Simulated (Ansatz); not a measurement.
# ZrZnF6: the cost of one run

Computed with Ansatz 0.2.0 (DFT r2SCAN, scalar-relativistic, plane waves, PAW, unless a step's input says otherwise).

**1. The structure to begin with**

Symmetry: Fm-3m, No. 225, cubic system. Conventional cell: a = 8.058 Å, b = 8.058 Å, c = 8.058 Å, α = 90.00°, β = 90.00°, γ = 90.00°. Around Zr (site symmetry m-3m) lie 6 F at 2.01 Å. Zn (site symmetry m-3m) is surrounded by 6 F at 2.02 Å. Around F (site symmetry 4mm) lie 1 Zr at 2.01 Å and 1 Zn at 2.02 Å.

Structure file:

```cif
data_structure
_symmetry_space_group_name_H-M 'Fm-3m'
_symmetry_Int_Tables_number 225
_cell_length_a 8.0578
_cell_length_b 8.0578
_cell_length_c 8.0578
_cell_angle_alpha 90.000
_cell_angle_beta 90.000
_cell_angle_gamma 90.000
_cell_volume 523.18
loop_
_atom_site_label
_atom_site_type_symbol
_atom_site_symmetry_multiplicity
_atom_site_Wyckoff_symbol
_atom_site_fract_x
_atom_site_fract_y
_atom_site_fract_z
_atom_site_occupancy
Zr1 Zr 4 a 0.00000 0.00000 0.00000 1
Zn1 Zn 4 b 0.50000 0.00000 0.00000 1
F1 F 24 e 0.24986 0.00000 0.00000 1
```

(A quick probe on a coarse mesh, which set the mesh and smearing, is not shown.)

**3. Full relaxation**

File input.yaml:

```yaml
crystal:
  lattice:
    - [0.0, 4.0288961, 4.0288961]
    - [4.0288961, 0.0, 4.0288961]
    - [4.0288961, 4.0288961, 0.0]
  atoms:
    - { symbol: Zr, position: [0.0, 0.0, 0.0] }
    - { symbol: Zn, position: [0.5, 0.5, 0.5] }
    - { symbol: F, position: [0.75013986, 0.24986014, 0.24986014] }
    - { symbol: F, position: [0.24986014, 0.75013986, 0.75013986] }
    - { symbol: F, position: [0.24986014, 0.75013986, 0.24986014] }
    - { symbol: F, position: [0.75013986, 0.24986014, 0.75013986] }
    - { symbol: F, position: [0.24986014, 0.24986014, 0.75013986] }
    - { symbol: F, position: [0.75013986, 0.75013986, 0.24986014] }
basis:
  ecutwfc: 500
kpoints:
  mp_grid: { grid: [6, 6, 6] }
hamiltonian:
  xc: r2scan
scf:
  occupations: { method: gaussian, width: 0.02 }
output:
  forces: true
  stress: true
  eigenvalues: true
relax:
  adjacent_minimum: "off"
  f_tol: 0.01
  max_steps: 80
  cell: { stress_tol: 0.05 }
```

Run with:

```sh
$ ansatz run input.yaml --threads 1 --pin off --max-ram 2560MiB --backend cpu --events-out ev --progress --plain --runs-dir out
```

**Question.** How long does this run take on 1 thread of Arm Neoverse V2, shared host, and how much memory does it need?

About 34 s, with a peak of 0.84 GiB.
